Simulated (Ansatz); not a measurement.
**AlAsH₂+ (doublet): from Hartree-Fock to the top rungs, cc-pVTZ**

One table from this session's results is given with a row withheld; the runs are named, their logs left out.

Method: cc-pVTZ, core rule «outside noble gas», up to 19 orbitals frozen; program: Ansatz 0.2.0, Gaussian basis.

To be run: UHF; CCSD(T) on ROHF; CCSD(T) on UHF; BCCD(T) on ROHF; CCSDT(Q) on ROHF; CCSDT(Q) on UHF.

9 further runs of the same task are left out: 6 for a known fault of the program, 3 set aside as unsound or not needed.

## The geometry

The geometry is a PBE0/def2-TZVP stationary point (not a proven minimum) of the parent state, kept for this charge and spin. No spin-orbit coupling is included. The filled d shell of As may be among the frozen orbitals whatever the setting's name suggests; the logs give the count.

4 atoms, charge 1, spin multiplicity 2.

Atoms are counted from 1 here; the program's logs count them from 0.

Bond lengths: Al1–As2 2.217 Å, Al1–H3 1.583 Å, As2–H4 1.572 Å. Angles: As2–Al1–H3 172.3°, Al1–As2–H4 67.2°.

Geometry (Å):

```xyz
4
charge 1, multiplicity 2
Al    0.00000    0.03221    1.59872
As    0.00000    0.00991   -0.61846
H     0.00000   -0.16496    3.16971
H     0.00000   -1.43361    0.00520
```

The first run:

The input, in.yaml:

```yaml
crystal:
  periodic: [false, false, false]
  atoms:
    - {symbol: Al, position_ang: [0.000000, 0.032210, 1.598723]}
    - {symbol: As, position_ang: [0.000000, 0.009906, -0.618461]}
    - {symbol: H, position_ang: [0.000000, -0.164956, 3.169708]}
    - {symbol: H, position_ang: [0.000000, -1.433607, 0.005203]}
basis:
  gaussian: {orbitals: cc-pVTZ}
total_charge: 1
magnetization: {spin_polarized: true, initial_magnetization: 1}
hamiltonian: {xc: hf}
output: {orbitals: {seedname: orbitals}}
```

The run is started by

```bash
$ ansatz run in.yaml --threads 1 --pin off --events-out ev --progress --plain --max-ram 4096MiB --backend cpu
```

Among the steps run: UHF; CCSD(T) on ROHF; CCSD(T) on UHF; BCCD(T) on ROHF; CCSDT(Q) on ROHF; CCSDT(Q) on UHF.

One table of the session follows, with a row left open; its other results are not shown here.

```
   method  from UCCSDT(Q) (kJ/mol)
     ROHF                   +555.5
      UHF                   +545.3
     RMP2                   +102.4
     UMP2                   +104.3
    RCCSD                    +25.1
    UCCSD                    +24.6
 RCCSD(T)                     +4.3
 UCCSD(T)                     +4.1
  BCCD(T)                     +4.3
   RCCSDT                     +1.3
   UCCSDT                     +1.0
RCCSDT(Q)                        ?
UCCSDT(Q)                        0
```

Estimate the missing values for RCCSDT(Q).

**Answer.** from UCCSDT(Q) (kJ/mol): +0.3. In the column «from UCCSDT(Q) (kJ/mol)» it lies between UCCSDT(Q) (0) and UCCSDT (+1.0).

To keep in mind: Restricted and unrestricted rows rest on different reference determinants; where their highest levels disagree by more than a few hundredths of an eV, they describe different states and don't form one ladder.
